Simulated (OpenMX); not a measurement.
The system is SbH3, in a box.

```
Sb H
1.0
    11.00000    0.00000    0.00000
     0.00000   12.00000    0.00000
     0.00000    0.00000   11.00000
Sb H
1 3
Direct
  0.55154 0.46604 0.44015
  0.58677 0.49787 0.58728
  0.41559 0.40982 0.48319
  0.48633 0.59368 0.41890
```

```yaml
Program: OpenMX 3.8.5
Task: single point
Functional: PBE
Potentials_or_basis: OpenMX 2013 PBE set, Sb7.0-s3p2d2, H6.0-s2p1, grid cutoff 420 Ry
k_mesh: 1 × 1 × 1
Occupations: fermi-dirac, width 0.05 eV
Spin: no spin polarisation
```

On this cell: largest force 1.309 eV/Å; gap between the frontier levels 5.70 eV.

The same run follows on a disturbed copy (atoms moved at random, drawn with an rms of 0.05 Å):

```
Sb H
1.0
    11.00000    0.00000    0.00000
     0.00000   12.00000    0.00000
     0.00000    0.00000   11.00000
Sb H
1 3
Direct
  0.55587 0.46263 0.43758
  0.58718 0.49495 0.58727
  0.41459 0.40732 0.48381
  0.49066 0.59117 0.42592
```

Problem. What changes?

Solution. The energy moves by -6.3 meV/atom; largest force 0.734 eV/Å; gap between the frontier levels 5.68 eV.

Forces on the atoms (eV/Å):
```
Sb   0.110 -0.688 -0.228
H    0.131  0.023  0.399
H    0.090  0.036 -0.039
H   -0.326  0.631 -0.137
```

Caveats: spin-orbit coupling is left out, which moves the levels of the heavy elements; the basis of atomic orbitals isn't converged, which shifts pressures, moduli and gaps.

